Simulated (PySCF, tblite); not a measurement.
# C4H12BN: geometry, infrared bands and NMR shifts

Aim: predict the infrared bands and NMR shifts of C4H12BN (`BN(CC)CC`).

Programs: tblite 0.8.0 and PySCF 2.14.0, with density-fitted response routines of our own. Each step states its level of theory. These are calculated values for one molecule in the gas phase, unless marked as measured. Atoms count from 0, in the outputs and in this text.

### Step 1. Starting geometry

18 atoms, charge 0, multiplicity 1; geometry from: force field or distance geometry start.

Bonds of the start (Å): B0–N1 1.54, N1–C2 1.50, C2–C3 1.52, N1–C4 1.48, C4–C5 1.53, B0–H6 1.18, B0–H7 1.19, C2–H8 1.11, C2–H9 1.11, C3–H10 1.11, C3–H11 1.12, C3–H12 1.10, C4–H13 1.12, C4–H14 1.11, C5–H15 1.12, C5–H16 1.11, C5–H17 1.11.

### Step 2. Relaxing the molecule with GFN2-xTB

The job: settings as JSON, then the geometry in Å.

```
{"job": {"kind": "relax", "xc": "GFN2-xTB", "basis": "xTB"}, "charge": 0, "multiplicity": 1}
B      0.326500     1.867400    -0.543000
N     -0.057500     0.395100    -0.334300
C      0.948400    -0.259700     0.566700
C      2.211700    -0.599100    -0.215100
C     -1.419800     0.291500     0.240800
C     -2.065500    -1.039900    -0.152300
H      0.566400     2.262500    -1.632800
H      0.358000     2.626000     0.374900
H      0.544800    -1.212900     0.971100
H      1.185600     0.383300     1.445600
H      1.961200    -1.245300    -1.083600
H      2.903900    -1.167200     0.457800
H      2.719300     0.315300    -0.547400
H     -2.080400     1.086800    -0.182500
H     -1.418300     0.416100     1.343900
H     -1.533700    -1.890000     0.335300
H     -3.115700    -1.051600     0.196100
H     -2.043700    -1.171900    -1.252900
```

Command:

```sh
> OMP_NUM_THREADS=1 python probes_run.py task.json out
```

The driver reads the jobs from task.json and runs them one after another.

Log:

```text
step      E/eV     max force
  0    -512.09073    1.596
  1    -512.19703    0.891
  2    -512.25167    0.423
  3    -512.26437    0.316
  4    -512.27575    0.227
  5    -512.28221    0.189
  6    -512.29139    0.178
  7    -512.29450    0.142
  8    -512.29607    0.106
  9    -512.29732    0.086
 10    -512.29904    0.121
 11    -512.30106    0.161
 12    -512.30368    0.184
 13    -512.30764    0.212
 14    -512.31517    0.293
 15    -512.33145    0.478
 16    -512.34873    0.783
 17    -512.38903    0.627
 18    -512.46349    0.766
 19    -512.52389    1.359
 20    -512.60519    1.265
 21    -512.73407    0.695
 22    -512.87641    1.187
 23    -513.01786    1.245
 24    -513.07965    1.388
 25    -513.20977    1.036
 26    -513.28777    0.603
 27    -513.35077    0.453
 28    -513.37244    0.388
 29    -513.40451    0.464
 30    -513.42232    0.497
 31    -513.43780    0.302
 32    -513.45048    0.243
 33    -513.45796    0.222
 34    -513.46555    0.198
 35    -513.47305    0.224
 36    -513.48115    0.235
 37    -513.48879    0.220
 38    -513.49586    0.182
 39    -513.50222    0.158
 40    -513.50818    0.163
 41    -513.51314    0.155
 42    -513.51703    0.126
 43    -513.52048    0.127
 44    -513.52418    0.143
 45    -513.52810    0.155
 46    -513.53188    0.152
 47    -513.53542    0.158
 48    -513.53933    0.143
 49    -513.54389    0.138
 50    -513.54808    0.115
 51    -513.55076    0.105
 52    -513.55239    0.098
 53    -513.55398    0.090
 54    -513.55589    0.102
 55    -513.55809    0.128
 56    -513.56073    0.151
 57    -513.56422    0.154
 58    -513.56878    0.145
 59    -513.57379    0.170
 60    -513.57820    0.182
 61    -513.58198    0.152
 62    -513.58531    0.104
 63    -513.58728    0.110
 64    -513.58820    0.062
 65    -513.58878    0.048
 66    -513.58924    0.041
 67    -513.58964    0.038
 68    -513.59007    0.042
 69    -513.59052    0.044
 70    -513.59104    0.062
 71    -513.59166    0.075
 72    -513.59238    0.074
 73    -513.59329    0.074
 74    -513.59459    0.089
 75    -513.59619    0.089
 76    -513.59788    0.095
 77    -513.59950    0.092
 78    -513.60091    0.092
 79    -513.60226    0.098
 80    -513.60360    0.099
 81    -513.60528    0.093
 82    -513.60700    0.091
 83    -513.60939    0.115
 84    -513.61135    0.114
 85    -513.61444    0.108
 86    -513.61681    0.133
 87    -513.61866    0.104
 88    -513.62004    0.107
 89    -513.62128    0.109
 90    -513.62255    0.100
 91    -513.62339    0.081
 92    -513.62400    0.068
 93    -513.62457    0.061
 94    -513.62535    0.048
 95    -513.62594    0.054
 96    -513.62630    0.046
 97    -513.62654    0.044
 98    -513.62681    0.044
 99    -513.62743    0.044
100    -513.62796    0.042
101    -513.62873    0.047
102    -513.62931    0.062
103    -513.62986    0.069
104    -513.63046    0.068
105    -513.63121    0.059
106    -513.63202    0.058
107    -513.63279    0.069
108    -513.63346    0.063
109    -513.63407    0.058
110    -513.63466    0.061
111    -513.63532    0.060
112    -513.63596    0.047
113    -513.63633    0.127
114    -513.63689    0.047
115    -513.63737    0.039
116    -513.63800    0.045
117    -513.63839    0.047
118    -513.63893    0.039
119    -513.63928    0.043
120    -513.63962    0.047
121    -513.63992    0.045
122    -513.64031    0.039
123    -513.64075    0.051
124    -513.64116    0.038
125    -513.64149    0.042
126    -513.64175    0.037
127    -513.64202    0.031
128    -513.64236    0.030
129    -513.64264    0.028
130    -513.64287    0.029
131    -513.64306    0.029
132    -513.64325    0.026
133    -513.64337    0.021
134    -513.64344    0.015
135    -513.64348    0.011
136    -513.64350    0.009
```

Wall time 0.7 s (1 thread of Arm Neoverse V1, shared host).

The steps of the relaxation: (not every step is listed)

```csv
step,energy from step 0 (eV),largest force (eV/Å)
0,0.0000,1.5962
1,-0.1063,0.8914
2,-0.1609,0.4226
3,-0.1736,0.3163
4,-0.1850,0.2267
5,-0.1915,0.1889
6,-0.2007,0.1776
7,-0.2038,0.1417
8,-0.2053,0.1058
20,-0.5145,1.2645
32,-1.3597,0.2432
44,-1.4334,0.1433
56,-1.4700,0.1506
68,-1.4993,0.0422
80,-1.5129,0.0994
92,-1.5333,0.0679
104,-1.5397,0.0679
116,-1.5473,0.0453
128,-1.5516,0.0296
131,-1.5523,0.0286
132,-1.5525,0.0260
133,-1.5526,0.0212
134,-1.5527,0.0146
135,-1.5527,0.0112
136,-1.5528,0.0093
```

Distances of close pairs at the start and the end, largest changes first:

```csv
bond,before (Å),after (Å),change (Å)
B0–N1,1.536,1.380,-0.155
N1–C2,1.501,1.455,-0.045
N1–C4,1.482,1.449,-0.033
C3–H11,1.120,1.088,-0.032
C5–H15,1.115,1.087,-0.028
C4–H13,1.117,1.091,-0.026
C3–H10,1.111,1.087,-0.024
C5–H17,1.109,1.087,-0.021
```

The end geometry stands in the next job.

### Step 3. Harmonic vibrations with GFN2-xTB

The job: settings as JSON, then the geometry in Å.

```
{"job": {"kind": "ir", "xc": "GFN2-xTB", "basis": "xTB"}, "charge": 0, "multiplicity": 1}
B      0.220190     1.913104    -0.525953
N     -0.063285     0.778718     0.207609
C      0.977480     0.006066     0.869508
C      1.824380    -0.814157    -0.103391
C     -1.403886     0.246339     0.350309
C     -1.652166    -1.006217    -0.491556
H     -0.651433     2.488837    -1.057458
H      1.327156     2.292869    -0.590651
H      0.519191    -0.660471     1.606883
H      1.637464     0.695631     1.405091
H      1.222856    -1.556910    -0.620414
H      2.618965    -1.323882     0.437198
H      2.269817    -0.156889    -0.845164
H     -2.105966     1.023020     0.042371
H     -1.594152     0.017501     1.407255
H     -1.054510    -1.843153    -0.138542
H     -2.701210    -1.287473    -0.434522
H     -1.399649    -0.806614    -1.530230
```

Log:

```text
mode    cm-1     km/mol
  1      74.5      0.82
  2      94.9      0.34
  3     195.9      0.03
  4     206.6      0.17
  5     246.2      0.07
  6     301.4      0.99
  7     420.6      0.76
  8     446.2      0.40
  9     498.3      0.15
 10     524.7      3.07
 11     796.6      1.05
 12     812.9      7.85
 13     837.5      8.25
 14     855.0    125.69
 15     885.7     15.72
 16     985.1      0.24
 17    1044.5      6.55
 18    1076.4      1.07
 19    1090.5      9.80
 20    1100.4      8.23
 21    1130.0      0.33
 22    1191.8     21.27
 23    1212.8     33.59
 24    1267.7     26.66
 25    1281.5     15.11
 26    1336.4     11.45
 27    1340.9     10.57
 28    1400.4      3.64
 29    1404.5      8.07
 30    1467.0    100.33
 31    1474.4      3.30
 32    1487.3      0.60
 33    1488.2     15.23
 34    1495.3      7.12
 35    1503.4      1.25
 36    1507.0      2.47
 37    2606.4    159.84
 38    2628.9    206.52
 39    2897.5     59.49
 40    2935.9     41.62
 41    2948.8     48.62
 42    2986.8     29.31
 43    3031.9     55.50
 44    3034.6     40.06
 45    3039.3     30.37
 46    3042.1     21.75
 47    3046.9     34.66
 48    3052.7     24.81
```

Wall time 0.44 s (1 thread of Arm Neoverse V1, shared host).

The strongest bands and the atoms that carry them (share of the mass-weighted mode):

```csv
cm⁻¹,km/mol,atoms
855,125.7,"H7 37 %, H6 35 %, B0 26 %"
1467,100.3,"N1 40 %, B0 24 %, H9 10 %"
2606,159.8,"H6 49 %, H7 47 %"
2629,206.5,"H7 45 %, H6 43 %, B0 11 %"
2898,59.5,H14 92 %
2936,41.6,"H8 46 %, H9 45 %"
2949,48.6,"H9 48 %, H8 47 %"
3032,55.5,H11 90 %
```

### Step 4. Shielding tensors: PBE0/pcSseg-1

Settings changed since step 3:

```diff
@@ -1,2 +1,2 @@
-{"job": {"kind": "ir", "xc": "GFN2-xTB", "basis": "xTB"}, "charge": 0, "multiplicity": 1}
+{"job": {"kind": "nmr", "xc": "PBE0", "basis": "pcSseg-1"}, "charge": 0, "multiplicity": 1}
 B      0.220190     1.913104    -0.525953
```

With the program's defaults for keys left out, this is: GIAO PBE0/pcSseg-1 NMR shielding, non-relativistic, gas phase.

Log:

```text
coarse grid: 13936 points
cycle   1  E = -238.8674374378  dE =  4.026e-01  |g| = 3.797e-01  |ddm| = 3.422e+00
cycle   2  E = -238.8724092706  dE = -4.972e-03  |g| = 3.708e-01  |ddm| = 6.795e-01
cycle   3  E = -238.9078710200  dE = -3.546e-02  |g| = 4.955e-02  |ddm| = 3.382e-01
cycle   4  E = -238.9082841861  dE = -4.132e-04  |g| = 2.770e-02  |ddm| = 5.388e-02
cycle   5  E = -238.9084458957  dE = -1.617e-04  |g| = 7.447e-03  |ddm| = 2.167e-02
cycle   6  E = -238.9084576325  dE = -1.174e-05  |g| = 1.307e-03  |ddm| = 6.719e-03
cycle   7  E = -238.9084580665  dE = -4.340e-07  |g| = 2.612e-04  |ddm| = 1.551e-03
final grid: 131496 points
cycle   8  E = -238.9428728455  dE = -4.311e-05  |g| = 8.463e-03  |ddm| = 2.730e-02
cycle   9  E = -238.9428643458  dE =  8.500e-06  |g| = 1.038e-02  |ddm| = 1.585e-02
cycle  10  E = -238.9428911717  dE = -2.683e-05  |g| = 1.612e-03  |ddm| = 8.942e-03
cycle  11  E = -238.9428917458  dE = -5.741e-07  |g| = 2.722e-04  |ddm| = 1.138e-03
cycle  12  E = -238.9428917599  dE = -1.412e-08  |g| = 7.161e-05  |ddm| = 2.369e-04
cycle  13  E = -238.9428917612  dE = -1.326e-09  |g| = 1.422e-05  |ddm| = 8.857e-05
cycle  14  E = -238.9428917613  dE = -4.678e-11  |g| = 2.734e-06  |ddm| = 1.830e-05
converged SCF energy = -238.9428917613

GIAO shielding tensors (ppm)
atom      isotropic    diamagn.    paramagn.     s11        s22        s33       span
  0 B       62.907     199.519    -136.612     27.180     48.727    112.815     85.635
  1 N       91.576     325.665    -234.089    -53.830    119.358    209.201    263.031
  2 C      133.420     245.952    -112.532    108.130    121.300    170.831     62.701
  3 C      161.757     248.643     -86.886    142.364    156.751    186.154     43.790
  4 C      127.940     244.719    -116.779    100.975    114.203    168.642     67.668
  5 C      164.938     249.160     -84.221    144.406    167.261    183.148     38.742
  6 H       26.903      32.421      -5.517     24.301     26.758     29.652      5.351
  7 H       26.948      32.484      -5.536     24.129     26.603     30.112      5.983
  8 H       29.017      31.829      -2.812     25.345     29.325     32.380      7.036
  9 H       27.938      30.659      -2.722     23.363     27.340     33.110      9.747
 10 H       30.314      31.628      -1.314     25.960     30.821     34.160      8.200
 11 H       30.565      29.192       1.373     26.629     27.289     37.778     11.150
 12 H       30.308      31.094      -0.786     26.822     28.819     35.283      8.461
 13 H       28.026      30.871      -2.845     23.402     27.809     32.866      9.465
 14 H       28.581      30.545      -1.964     24.418     28.192     33.133      8.715
 15 H       30.170      31.526      -1.357     26.379     30.113     34.016      7.637
 16 H       30.567      28.979       1.589     26.493     27.480     37.729     11.237
 17 H       30.671      31.230      -0.559     27.730     28.933     35.349      7.619
```

Wall time 19 s (1 thread of Arm Neoverse V1, shared host); peak memory 0.74 GiB.

The references, computed at this level on geometries of the same kind, shield at (ppm): 1H TMS 31.72, 13C TMS 186.9, 15N NH3 267.7, 11B BF3·OEt2 100.1. Their shielding less the atom's gives the shift. The references are single molecules in the gas phase, so shifts against H2O, NH3, PH3, H3PO4 or CFCl3 are not on the usual liquid scales and can be off by tens of ppm. Atoms listed in one row are averaged.

```csv
atoms,environment,σ (ppm),δ (ppm),δ scaled to CDCl3
"C2, C4",sp3 CH2 bonded to N,130.7,56.2,53.0
"C3, C5",methyl carbon,163.3,23.6,21.1
"H6, H7",hydrogen on a boron bonded to N,26.93,4.79,–
"H8, H9, H13, H14",hydrogen on an sp3 CH2 bonded to N,28.39,3.33,3.24
"H10, H11, H12, H15, H16, H17",hydrogen on a methyl carbon,30.43,1.28,1.32
B0,"boron bonded to N, 2 H",62.9,37.2,–
N1,"nitrogen bonded to 2 C, B",91.6,176.2,–
```

The scaled column applies a straight-line fit of computed shieldings to shifts measured in CDCl3 (root-mean-square error 0.16 ppm for H, 1.9 ppm for C).

Charges from the same density, by scheme (e):

```csv
atoms,Mulliken,IAO,Hirshfeld,ESP fit
B0,0.12,-0.07,0.08,0.11
N1,-0.60,-0.20,-0.09,-0.31
"C2, C4",-0.04,-0.14,-0.01,0.16
"C3, C5",-0.28,-0.42,-0.12,-0.22
```

Mayer bond orders: B0–N1 1.36, N1–C2 0.91, C2–C3 1.06, N1–C4 0.94, C4–C5 1.05.

### Step 5. Outcome

| quantity | value |
| --- | --- |
| strongest single infrared mode (GFN2-xTB) | 2629 cm⁻¹, 207 km/mol |
| zero-point energy (GFN2-xTB) | 99.7 kcal/mol |
| 13C shifts against TMS (PBE0/pcSseg-1, means over atoms taken as alike) | 56.2, 23.6 ppm |
| 1H shifts against TMS (PBE0/pcSseg-1, means over atoms taken as alike) | 4.79, 3.33, 1.28 ppm |
| 11B shifts against BF3·OEt2 (PBE0/pcSseg-1) | 37.2 ppm |
| 15N shifts against NH3 (PBE0/pcSseg-1) | 176.2 ppm |

What this shows: Over 136 steps the energy fell by 1.553 eV; of the close pairs, B0–N1 changed most, 1.536 to 1.380 Å. All 48 modes are real, so the xTB geometry is a minimum. The strongest single mode, at 2629 cm⁻¹, moves mainly H7 and H6. Unscaled tight-binding wavenumbers are off by several per cent, some by more. Its intensities can rank the bands wrongly. The most deshielded carbon is C2, C4 (mean) (sp3 CH2 bonded to N), at 56.2 ppm: pulled downfield by the heteroatom. At PBE0/pcSseg-1: The widest tensor belongs to N1: span 263 ppm, with a paramagnetic part of -234 ppm.
